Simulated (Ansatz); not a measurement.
# CH9PSn: the cost of one run

All numbers below are computed with Ansatz 0.2.0 (RKS PBE-D4/def2-SVP).

**1. The starting structure**

Bond lengths: Sn1–C3 2.150 Å, C3–H4 1.110 Å, C3–H5 1.110 Å, C3–H6 1.110 Å, Sn1–H7 1.739 Å, Sn1–H8 1.739 Å, Sn1–P9 2.760 Å, P9–H10 1.420 Å, P9–H11 1.420 Å. Angles (14 of 15 angles, heavy atoms first): C3–Sn1–P9 178.9°, Sn1–C3–H4 109.5°, Sn1–C3–H5 109.5°, Sn1–C3–H6 109.5°, C3–Sn1–H7 109.5°, C3–Sn1–H8 109.5°, H7–Sn1–P9 70.0°, H8–Sn1–P9 70.0°, Sn1–P9–H10 109.5°, Sn1–P9–H11 109.5°, H4–C3–H5 109.4°, H4–C3–H6 109.4°, H5–C3–H6 109.4°, H7–Sn1–H8 109.5°.

As a file:

```xyz
12

Sn    0.0000    0.0000    0.0000
H     0.0000    0.0000    2.0900
C     2.0274    0.0000   -0.7160
H     2.3751   -1.0463   -0.8441
H     2.0760    0.5276   -1.6913
H     2.6794    0.5187    0.0175
H    -0.8195    1.4198   -0.5794
H    -0.8195   -1.4198   -0.5794
P    -2.6192    0.0000    0.8703
H    -3.3856   -0.8853    0.0670
H    -2.6690   -0.4268    2.2237
H    -1.0285    0.0000    2.1074
```

**2. Pulling towards end A**

Springs on the bonds that form and break draw the guess towards this end; the thresholds are loose.

input.yaml

```yaml
crystal:
  periodic: [false, false, false]
  atoms:
    - { symbol: Sn, position_ang: [0.0, 0.0, 0.0] }
    - { symbol: H, position_ang: [0.0, 0.0, 2.09] }
    - { symbol: C, position_ang: [2.0274, 0.0, -0.716] }
    - { symbol: H, position_ang: [2.3751, -1.0463, -0.8441] }
    - { symbol: H, position_ang: [2.076, 0.5276, -1.6913] }
    - { symbol: H, position_ang: [2.6794, 0.5187, 0.0175] }
    - { symbol: H, position_ang: [-0.8195, 1.4198, -0.5794] }
    - { symbol: H, position_ang: [-0.8195, -1.4198, -0.5794] }
    - { symbol: P, position_ang: [-2.6192, 0.0, 0.8703] }
    - { symbol: H, position_ang: [-3.3856, -0.8853, 0.067] }
    - { symbol: H, position_ang: [-2.669, -0.4268, 2.2237] }
    - { symbol: H, position_ang: [-1.0285, 0.0, 2.1074] }
basis:
  gaussian: { orbitals: def2-SVP }
hamiltonian:
  xc: pbe
  dispersion: d4
relax:
  f_tol: 0.15
  max_steps: 25
  restrain:
    - { distance: [0, 8], at: 3.66, k: 30.0 }
    - { distance: [11, 1], at: 1.86, k: 30.0 }
    - { distance: [0, 1], at: 1.74, k: 30.0 }
    - { distance: [11, 8], at: 1.42, k: 30.0 }
```

The run is started by

```console
ansatz run input.yaml --threads 2 --pin off --max-ram 3072MiB --backend cpu --events-out ev --progress --plain --runs-dir out
```

**Question.** How long does this run take on 2 threads of Arm Neoverse V2, shared host, and how much memory does it need?

About 17 s, with a peak of 0.14 GiB.
